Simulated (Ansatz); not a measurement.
# CH5BFNO: one species, many methods

Aim: compute CH5BFNO with functionals from several rungs and with coupled cluster. The yardstick is the atomisation energy at the CCSD(T) limit.

Method: functionals in def2-TZVPP, the program's frozen cores in correlated methods; program: Ansatz 0.2.0, Gaussian basis.

The runs, in order: PBE-D4, r2SCAN-D4, PBE0-D4, B3LYP-D4, ωB97X-V, ωB97M-V, B2PLYP; CCSD(T)/def2-TZVPP; MP2/def2-QZVPP; extrapolation to the limit.

## (1) The geometry

The geometry comes from an earlier relaxation with PBE0-D4/def2-TZVP; it is a stationary point, not always the lowest conformer.

SMILES `NC(O)BF`, 10 atoms, charge 0, spin multiplicity 1.

Atoms are counted from 1 here; the program's logs count them from 0.

Bond lengths: N1–C2 1.465 Å, N1–H6 1.014 Å, N1–H7 1.011 Å, C2–O3 1.400 Å, C2–B4 1.569 Å, C2–H8 1.099 Å, O3–H9 0.964 Å, B4–F5 1.326 Å, B4–H10 1.199 Å. Angles: C2–N1–H6 112.7°, C2–N1–H7 112.9°, H6–N1–H7 109.8°, N1–C2–O3 110.0°, N1–C2–B4 103.6°, N1–C2–H8 106.3°, O3–C2–B4 111.7°, O3–C2–H8 111.9°, B4–C2–H8 112.8°, C2–O3–H9 107.1°, C2–B4–F5 119.2°, C2–B4–H10 122.2°, F5–B4–H10 118.1°.

## (2) PBE-D4 (GGA)

The input, in.yaml:

```yaml
crystal:
  periodic: [false, false, false]
  atoms:
    - {symbol: N, position_ang: [-0.379523, 0.240451, 1.138674]}
    - {symbol: C, position_ang: [-0.022316, -0.519098, -0.062573]}
    - {symbol: O, position_ang: [1.192499, -1.185415, 0.136084]}
    - {symbol: B, position_ang: [0.094979, 0.581176, -1.174632]}
    - {symbol: F, position_ang: [-0.957986, 0.846118, -1.935416]}
    - {symbol: H, position_ang: [0.185416, 1.074454, 1.257719]}
    - {symbol: H, position_ang: [-1.360929, 0.482802, 1.173270]}
    - {symbol: H, position_ang: [-0.850215, -1.219752, -0.242013]}
    - {symbol: H, position_ang: [1.127208, -1.647501, 0.979749]}
    - {symbol: H, position_ang: [1.053867, 1.295463, -1.267761]}
basis:
  gaussian: {orbitals: def2-TZVPP}
hamiltonian: {xc: pbe, dispersion: d4}
output: {forces: true, orbitals: {seedname: orbitals}}
```

The run is started by

```
$ ansatz run in.yaml --threads 4 --pin off --events-out ev --progress --plain --max-ram 10444MiB
```

The runs that follow: r2SCAN-D4 (meta-GGA); PBE0-D4 (hybrid); B3LYP-D4 (hybrid); ωB97X-V (range-separated); ωB97M-V (range-separated); B2PLYP (double hybrid); CCSD(T) in def2-TZVPP; MP2 in def2-QZVPP.

**Question.** What will the summary of the whole plan be? Wanted: atomisation energy, CCSD(T)/CBS; farthest; mean size of error, hybrid; mean size of error, range-separated; gap, smallest and largest; T1 diagnostic; triples share of the correlation energy.

The runs gave:

| quantity | value |
| --- | --- |
| atomisation energy, CCSD(T)/CBS | 3826.4 kJ/mol |
| functionals within 19.1 kJ/mol (0.5 %) | r2SCAN-D4, PBE0-D4, B3LYP-D4, ωB97X-V |
| farthest | PBE-D4 (+120.2 kJ/mol) |
| mean size of error, hybrid | 14.1 kJ/mol |
| mean size of error, range-separated | 19.5 kJ/mol |
| gap, smallest and largest | 4.27 eV (PBE-D4), 11.29 eV (ωB97X-V) |
| T1 diagnostic | 0.0131 |
| triples share of the correlation energy | 3.5 % |

PBE-D4 is off by +120.2 kJ/mol, about 13.4 kJ/mol a bond. Double hybrids carry the basis error of their MP2 part in triple zeta, and no dispersion term here, so their miss is partly the set-up's. Misses under about 19.1 kJ/mol are within the doubt on the reference itself, which lacks core-valence correlation, relativity and higher excitations. Hartree-Fock recovers 70 % of the binding; the rest is correlation. The gap grows from 4.3 to 11.3 eV across the functionals, mostly with the share of exact exchange.
